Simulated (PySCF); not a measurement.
# C2H4BCl: the cost of one run

The runs use PySCF 2.14.0, with density-fitted response routines of our own; the level of theory stands in each step. All values are computed, except where a source is named. Atoms are numbered from 0 throughout.

## Step 1: The starting structure

8 atoms, charge 0, multiplicity 1; geometry from: PBE0-D3(BJ)/def2-SVP.

Bonds of the start (Å): B0–C1 1.54, C1–C2 1.32, C1–Cl3 1.79, B0–H4 1.21, B0–H5 1.21, C2–H6 1.09, C2–H7 1.09.

## Step 2: Excited states and response: wB97X-D/def2-SVPD

The job: settings as JSON, then the geometry in Å.

```
{"job": {"kind": "uv", "xc": "wB97X-D", "basis": "def2-SVPD", "ip": true}, "charge": 0, "multiplicity": 1}
B      2.038846     2.234492     0.995968
C      0.519875     2.246361     0.721809
C     -0.548994     1.546091     0.373890
Cl     0.445562     3.991667     1.093876
H      2.804842     2.484700     0.097799
H      2.438268     2.033875     2.116644
H     -0.435123     0.480299     0.159700
H     -1.542641     1.991652     0.291352
```

Method: TDDFT wB97X-D/def2-SVPD, vertical, gas phase, core orbitals frozen in the response.

On the command line:

```sh
> OMP_NUM_THREADS=1 python probes_run.py task.json out
```

This one command runs all jobs of the session in turn.

Q: Estimate the wall time and peak memory of this first job on 1 thread of Arm Neoverse V1, shared host.

About 16 s, with a peak of 0.54 GiB.
